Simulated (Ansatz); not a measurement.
# AlRhC4N4: the cost of one run

Method: DFT PBE, scalar-relativistic, plane waves, PAW, in Ansatz 0.2.0.

## Step 1: The system as given

Symmetry: P-43m, No. 215, cubic system. The conventional cell has a = 5.834 Å, b = 5.834 Å, c = 5.834 Å, α = 90.00°, β = 90.00°, γ = 90.00°. Al (site symmetry -43m) has 4 C at 1.88 Å as nearest neighbours. Around Rh (site symmetry -43m) lie 4 N at 2.01 Å. C (site symmetry 3m) is surrounded by 1 N at 1.17 Å. N (site symmetry 3m) has 1 C at 1.17 Å as nearest neighbours.

As a file:

```xyz
10
Lattice="5.8341 0.0000 0.0000 0.0000 5.8341 0.0000 0.0000 0.0000 5.8341" Properties=species:S:1:pos:R:3 pbc="T T T"
Al    0.0000    0.0000    0.0000
Rh    2.9171    2.9171    2.9171
C     1.0825    1.0825    1.0825
C     1.0825    4.7516    4.7516
C     4.7516    1.0825    4.7516
C     4.7516    4.7516    1.0825
N     1.7580    1.7580    1.7580
N     1.7580    4.0761    4.0761
N     4.0761    1.7580    4.0761
N     4.0761    4.0761    1.7580
```

Recipe of the guess: two interpenetrating cyanide-bridged diamond nets (P-43m, No. 215). Its size is a rough estimate.

## Step 2: Probe: one point on a coarse mesh

Input file input.yaml:

```yaml
crystal:
  lattice:
    - [5.83412447, 0.0, 0.0]
    - [0.0, 5.83412447, 0.0]
    - [0.0, 0.0, 5.83412447]
  atoms:
    - { symbol: Al, position: [0.0, 0.0, 0.0] }
    - { symbol: Rh, position: [0.5, 0.5, 0.5], spin: 1.0 }
    - { symbol: C, position: [0.18555171, 0.18555171, 0.18555171] }
    - { symbol: C, position: [0.18555171, 0.81444829, 0.81444829] }
    - { symbol: C, position: [0.81444829, 0.18555171, 0.81444829] }
    - { symbol: C, position: [0.81444829, 0.81444829, 0.18555171] }
    - { symbol: "N", position: [0.30133597, 0.30133597, 0.30133597] }
    - { symbol: "N", position: [0.30133597, 0.69866403, 0.69866403] }
    - { symbol: "N", position: [0.69866403, 0.30133597, 0.69866403] }
    - { symbol: "N", position: [0.69866403, 0.69866403, 0.30133597] }
basis:
  ecutwfc: 420
kpoints:
  mp_grid: { grid: [4, 4, 4] }
hamiltonian:
  xc: pbe
scf:
  occupations: { method: gaussian, width: 0.1 }
  lower_state_search: "off"
output:
  forces: true
  stress: true
  eigenvalues: true
  populations: true
magnetization:
  spin_polarized: true
```

Launch:

```sh
> ansatz run input.yaml --threads 1 --pin off --max-ram 2560MiB --backend cpu --events-out ev --progress --plain --runs-dir out
```

Q: Estimate wall time and peak memory on 1 thread of Intel Xeon Platinum 8259CL at 2.50GHz (Skylake/Cascade Lake), shared host.

About 33 s, with a peak of 0.5 GiB.
